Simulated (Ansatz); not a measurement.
# C₁₀H₁₀O₂: one species, many methods

Aim: compute C₁₀H₁₀O₂ with functionals from several rungs and with coupled cluster, and see how far each lands from CCSD(T) at the basis-set limit for the atomisation energy.

Program: Ansatz 0.2.0, Gaussian basis. Level of theory: functionals in def2-TZVPP, the program's frozen cores in correlated methods. These are calculated values, not measurements.

Plan: LDA (SPW92), PBE-D4, revPBE-D4, BLYP-D4, r2SCAN-D4, B97M-V, PBE0-D4, B3LYP-D4, r2SCANh-D4, r2SCAN0-D4, HSE06-D4, BHLYP-D4, CAM-B3LYP-D4, LC-ωPBE, ωB97X-V, ωB97M-V, B2PLYP, PBE-QIDH; CCSD(T)/def2-SVP; CCSD(T)/def2-TZVPP; MP2/def2-QZVPP; extrapolation to the limit; RPA on PBE.

## Step 1: The relaxed structure

An earlier PBE0-D4 in a triple-zeta def2 set relaxation fixed the geometry.

SMILES `CC(=O)CC(=O)c1ccccc1`, 22 atoms, charge 0, spin multiplicity 1.

Atoms are counted from 1 here; the program's logs count them from 0.

Bond lengths: C1–C2 1.499 Å, C1–H13 1.095 Å, C1–H14 1.088 Å, C1–H15 1.093 Å, C2–O3 1.205 Å, C2–C4 1.524 Å, C4–C5 1.521 Å, C4–H16 1.088 Å, C4–H17 1.091 Å, C5–O6 1.210 Å, C5–C7 1.484 Å, C7–C8 1.394 Å, C7–C12 1.395 Å, C8–C9 1.386 Å, C8–H18 1.083 Å, C9–C10 1.387 Å, C9–H19 1.084 Å, C10–C11 1.390 Å and more. Angles: C2–C1–H13 108.8°, C2–C1–H14 110.3°, C2–C1–H15 110.5°, H13–C1–H14 109.3°, H13–C1–H15 106.7°, H14–C1–H15 111.1°, C1–C2–O3 123.1°, C1–C2–C4 115.8°, O3–C2–C4 121.1°, C2–C4–C5 110.1°, C2–C4–H16 108.6°, C2–C4–H17 109.6°, C5–C4–H16 111.9°, C5–C4–H17 106.2°, H16–C4–H17 110.4°, C4–C5–O6 119.7°, C4–C5–C7 118.7°, O6–C5–C7 121.6° and more.

## Step 2: LDA

This LDA is Slater exchange with PW92 correlation.

File in.yaml:

```yaml
crystal:
  periodic: [false, false, false]
  atoms:
    - {symbol: C, position_ang: [-0.090808, 0.077510, -3.461939]}
    - {symbol: C, position_ang: [-0.831919, -0.433106, -2.263610]}
    - {symbol: O, position_ang: [-1.042124, -1.603354, -2.069364]}
    - {symbol: C, position_ang: [-1.309780, 0.625877, -1.278000]}
    - {symbol: C, position_ang: [-0.146912, 1.110374, -0.424974]}
    - {symbol: O, position_ang: [0.505114, 2.064523, -0.785004]}
    - {symbol: C, position_ang: [0.171416, 0.378430, 0.826058]}
    - {symbol: C, position_ang: [-0.392502, -0.858807, 1.131450]}
    - {symbol: C, position_ang: [-0.038330, -1.511077, 2.301632]}
    - {symbol: C, position_ang: [0.863487, -0.926806, 3.177858]}
    - {symbol: C, position_ang: [1.427372, 0.307788, 2.878789]}
    - {symbol: C, position_ang: [1.089415, 0.953162, 1.705093]}
    - {symbol: H, position_ang: [-0.802775, 0.567004, -4.134217]}
    - {symbol: H, position_ang: [0.392983, -0.744502, -3.985842]}
    - {symbol: H, position_ang: [0.635716, 0.838466, -3.166871]}
    - {symbol: H, position_ang: [-2.108649, 0.201175, -0.673207]}
    - {symbol: H, position_ang: [-1.669500, 1.498182, -1.825263]}
    - {symbol: H, position_ang: [-1.081014, -1.333142, 0.442732]}
    - {symbol: H, position_ang: [-0.468661, -2.479176, 2.529168]}
    - {symbol: H, position_ang: [1.131410, -1.435548, 4.097005]}
    - {symbol: H, position_ang: [2.133460, 0.762502, 3.563818]}
    - {symbol: H, position_ang: [1.523400, 1.910525, 1.443285]}
basis:
  gaussian: {orbitals: def2-TZVPP}
hamiltonian: {xc: lda}
output: {orbitals: {seedname: orbitals}}
```

Started as:

```sh
$ ansatz run in.yaml --threads 4 --pin off --events-out ev --progress --plain --max-ram 66560MiB --backend cuda --devices 0, --max-vram 37GiB
```

Further steps of the session: PBE-D4 (GGA); revPBE-D4 (GGA); BLYP-D4 (GGA); r2SCAN-D4 (meta-GGA); B97M-V (meta-GGA); PBE0-D4 (hybrid); B3LYP-D4 (hybrid); r2SCANh-D4 (hybrid); r2SCAN0-D4 (hybrid); HSE06-D4 (hybrid); BHLYP-D4 (hybrid); CAM-B3LYP-D4 (range-separated); LC-ωPBE (range-separated); ωB97X-V (range-separated); ωB97M-V (range-separated); B2PLYP (double hybrid); PBE-QIDH (double hybrid); CCSD(T) in def2-SVP; CCSD(T) in def2-TZVPP; MP2 in def2-QZVPP; RPA on PBE orbitals.

Q: Predict the results of all the runs planned. Wanted: atomisation energy, CCSD(T)/CBS; farthest beyond LDA; mean size of error, GGA; mean size of error, meta-GGA; mean size of error, hybrid; mean size of error, range-separated; mean size of error, double hybrid; gap, smallest and largest; T1 diagnostic.

As calculated:

| quantity | value |
| --- | --- |
| atomisation energy, CCSD(T)/CBS | 2485.0 kcal/mol |
| functionals within 12.4 kcal/mol (0.5 %) | B3LYP-D4, r2SCANh-D4, ωB97X-V, B2PLYP |
| farthest beyond LDA | PBE-D4 (+106.3 kcal/mol) |
| mean size of error, GGA | 54.9 kcal/mol |
| mean size of error, meta-GGA | 23.4 kcal/mol |
| mean size of error, hybrid | 35.2 kcal/mol |
| mean size of error, range-separated | 14.3 kcal/mol |
| mean size of error, double hybrid | 13.1 kcal/mol |
| gap, smallest and largest | 2.87 eV (LDA (SPW92)), 10.27 eV (LC-ωPBE) |
| T1 diagnostic | 0.0139 |
| triples share of the correlation energy | 4.8 % |

What this shows: The LDA atomisation energy is off by 415.6 kcal/mol (17 %): it overbinds. PBE-D4 misses by +106.3 kcal/mol. Double hybrids carry the basis error of their MP2 part in triple zeta, and no dispersion term here, so their miss is partly the set-up's. By mean error the best rung here is double hybrid (13.1 kcal/mol) and the worst beyond LDA is GGA (54.9 kcal/mol). The gap between the best rungs is small, so their order is not settled. Misses under about 12.4 kcal/mol are within the doubt on the reference itself, which lacks core-valence correlation, relativity and higher excitations. Hartree-Fock recovers 73 % of the binding; the rest is correlation. CCSD(T) in def2-SVP is off by -85.7 kcal/mol, worse than the median functional, from the basis alone. Orbital gaps span 2.9 to 10.3 eV; exact exchange widens them. The restricted reference is unstable towards a spin-broken one.
